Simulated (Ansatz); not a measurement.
**[(OH)3Hf]2S (H₆Hf₂O₆S): geometry, orbitals and charge**

What does [(OH)3Hf]2S (H₆Hf₂O₆S) look like as a singlet, and where do its frontier electrons sit?

Program: Ansatz 0.2.0, Gaussian basis. Level of theory: RKS PBE0-D4/def2-TZVP. These are calculated values, not measurements.

Plan: relaxation at r2SCAN-D4/def2-SVP; a search for the lowest solution at PBE-D4/def2-SVP; a single point at PBE0-D4/def2-TZVP.

2 further runs of the same task are left out: 2 set aside as unsound or not needed.

## (1) Where the work starts

15 atoms, charge 0, spin multiplicity 1.

Atoms are counted from 1 here; the program's logs count them from 0.

Bond lengths: Hf1–O2 1.877 Å, Hf1–O3 1.877 Å, Hf1–O4 1.901 Å, Hf1–S5 2.388 Å, O2–H10 0.957 Å, O3–H11 0.957 Å, O4–H12 0.960 Å, S5–Hf6 2.413 Å, Hf6–O7 1.879 Å, Hf6–O8 1.887 Å, Hf6–O9 1.890 Å, O7–H13 0.958 Å, O8–H14 0.961 Å, O9–H15 0.957 Å. Angles: O2–Hf1–O3 109.6°, O2–Hf1–O4 110.9°, O2–Hf1–S5 108.8°, O3–Hf1–O4 112.5°, O3–Hf1–S5 109.7°, O4–Hf1–S5 105.2°, Hf1–O2–H10 161.4°, Hf1–O3–H11 172.6°, Hf1–O4–H12 145.3°, Hf1–S5–Hf6 92.4°, S5–Hf6–O7 106.8°, S5–Hf6–O8 109.8°, S5–Hf6–O9 110.9°, O7–Hf6–O8 108.2°, O7–Hf6–O9 109.5°, O8–Hf6–O9 111.6°, Hf6–O7–H13 155.4°, Hf6–O8–H14 133.4° and more.

As a file:

```xyz
15
charge 0, multiplicity 1
Hf   -0.4403    1.0799   -1.3194
O    -1.5547    2.5740   -1.0962
O     0.1332    0.9829   -3.1044
O    -1.3149   -0.5083   -0.7495
S     1.4488    1.3063    0.1237
Hf    0.9150   -0.7252    1.3110
O     2.2739   -0.9821    2.5830
O     0.9407   -2.1871    0.1188
O    -0.7517   -0.5735    2.1883
H    -2.0027    3.4039   -1.2597
H     0.3073    0.9537   -4.0446
H    -1.9481   -0.8822   -0.1323
H     3.0046   -1.4437    2.9955
H     0.3302   -2.5027   -0.5524
H    -1.3414   -0.4959    2.9381
```

Hf takes a core potential in the def2 sets. No spin-orbit coupling is included.

The start is a GFN1-xTB geometry.

## (2) Optimising with r2SCAN-D4/def2-SVP

Input file in.yaml:

```yaml
crystal:
  periodic: [false, false, false]
  atoms:
    - {symbol: Hf, position_ang: [-0.440290, 1.079950, -1.319380]}
    - {symbol: O, position_ang: [-1.554670, 2.574040, -1.096160]}
    - {symbol: O, position_ang: [0.133170, 0.982930, -3.104420]}
    - {symbol: O, position_ang: [-1.314850, -0.508350, -0.749480]}
    - {symbol: S, position_ang: [1.448830, 1.306300, 0.123660]}
    - {symbol: Hf, position_ang: [0.915020, -0.725160, 1.311020]}
    - {symbol: O, position_ang: [2.273900, -0.982120, 2.582980]}
    - {symbol: O, position_ang: [0.940670, -2.187110, 0.118840]}
    - {symbol: O, position_ang: [-0.751710, -0.573510, 2.188330]}
    - {symbol: H, position_ang: [-2.002750, 3.403860, -1.259680]}
    - {symbol: H, position_ang: [0.307310, 0.953670, -4.044620]}
    - {symbol: H, position_ang: [-1.948120, -0.882190, -0.132280]}
    - {symbol: H, position_ang: [3.004630, -1.443680, 2.995460]}
    - {symbol: H, position_ang: [0.330230, -2.502730, -0.552360]}
    - {symbol: H, position_ang: [-1.341370, -0.495890, 2.938070]}
basis:
  gaussian: {orbitals: def2-SVP}
hamiltonian: {xc: r2scan, dispersion: d4}
scf: {lower_state_search: "off"}
output: {orbitals: {seedname: orbitals}}
relax: {f_tol: 0.02, max_steps: 100}
```

Started as:

```bash
ansatz run in.yaml --threads 2 --pin off --events-out ev --progress --plain --max-ram 32768MiB --backend cuda --devices 0, --max-vram 18GiB
```

Further steps of the session: Searching for the lowest solution, PBE-D4/def2-SVP; Single point, PBE0-D4/def2-TZVP.

**Question.** What will the summary of the whole plan be? Wanted: point group; commonest bond, hydrogen aside; HOMO, LUMO at PBE0-D4/def2-TZVP; dipole at r2SCAN-D4/def2-SVP.

The runs gave:

```
                       quantity                           value
                    point group                              C1
 commonest bond, hydrogen aside  Hf–O, 7 of mean length 2.010 Å
HOMO, LUMO at PBE0-D4/def2-TZVP                 -6.91, -0.81 eV
   dipole at r2SCAN-D4/def2-SVP                          1.87 D
```

What this shows: The molecule keeps its bonding pattern by the stored test; the atoms moved 0.60 Å (rms), and the angle Hf6–O9–H15 went from 156° to 125°. No usable vibrations, so a minimum isn't proven. Whether this spin is the lowest isn't tested here. The point group is read from a loosely relaxed geometry; soft torsions can leave it below the true symmetry.
